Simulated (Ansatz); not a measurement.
# BClH4N2: the cost of one run

Method: PBE0-D4/def2-SVP; program: Ansatz 0.2.0, Gaussian basis.

## 1. The starting structure

The first end: 8 atoms, charge 0, spin multiplicity 1.

Atoms are counted from 1 here; the program's logs count them from 0.

Bond lengths: B1–N2 1.404 Å, B1–N3 1.404 Å, B1–Cl5 1.790 Å, N2–H6 1.003 Å, N2–H7 1.004 Å, N3–H4 1.004 Å, N3–H8 1.003 Å. Angles: N2–B1–N3 124.6°, N2–B1–Cl5 117.7°, N3–B1–Cl5 117.7°, B1–N2–H6 121.8°, B1–N2–H7 123.7°, H6–N2–H7 114.5°, B1–N3–H4 123.7°, B1–N3–H8 121.8°, H4–N3–H8 114.5°.

As a file:

```xyz
8
BClH4N2
B    -0.3129    0.2178    0.0710
N     0.8027    0.8466   -0.5043
N    -0.3758   -1.1438    0.4073
H     0.3799   -1.7884    0.2623
Cl   -1.7570    1.2230    0.3992
H     0.8012    1.8241   -0.7280
H     1.6579    0.3698   -0.7252
H    -1.1960   -1.5492    0.8177
```

The second end:

```
B    -0.52653   -0.03149    0.31345
N     0.80744    0.34748   -0.48542
N    -0.69318   -1.33501    0.43364
H     1.21293   -0.55975   -0.71104
Cl   -1.36968    1.49012    0.78958
H     0.61986    0.86839   -1.33829
H     1.45894    0.89239    0.07363
H    -1.50978   -1.67214    0.92435
```

## 2. The band at PBE0-D4/def2-SVP

The input, neb/in.yaml:

```yaml
crystal:
  periodic: [false, false, false]
  atoms:
    - {symbol: B, position_ang: [-0.312874, 0.217811, 0.071041]}
    - {symbol: N, position_ang: [0.802689, 0.846618, -0.504311]}
    - {symbol: N, position_ang: [-0.375803, -1.143758, 0.407273]}
    - {symbol: H, position_ang: [0.379850, -1.788384, 0.262310]}
    - {symbol: Cl, position_ang: [-1.756962, 1.222959, 0.399157]}
    - {symbol: H, position_ang: [0.801199, 1.824131, -0.727982]}
    - {symbol: H, position_ang: [1.657917, 0.369801, -0.725244]}
    - {symbol: H, position_ang: [-1.196017, -1.549180, 0.817656]}
basis:
  gaussian: {orbitals: def2-SVP}
hamiltonian: {xc: pbe0, dispersion: d4}
neb:
  images: 5
  climbing: true
  max_iterations: 40
  initial_path: idpp
  final_atoms:
    - {symbol: B, position_ang: [-0.526525, -0.031487, 0.313452]}
    - {symbol: N, position_ang: [0.807439, 0.347482, -0.485424]}
    - {symbol: N, position_ang: [-0.693179, -1.335013, 0.433638]}
    - {symbol: H, position_ang: [1.212930, -0.559748, -0.711036]}
    - {symbol: Cl, position_ang: [-1.369679, 1.490122, 0.789581]}
    - {symbol: H, position_ang: [0.619856, 0.868393, -1.338291]}
    - {symbol: H, position_ang: [1.458940, 0.892394, 0.073633]}
    - {symbol: H, position_ang: [-1.509782, -1.672143, 0.924347]}
```

Launch:

```
$ ansatz run in.yaml --threads 2 --pin off --events-out ev --progress --plain --max-ram 4352MiB
```

**Question.** How long does this run take on 2 threads of Arm Neoverse V1, shared host?

About 2.4 min.
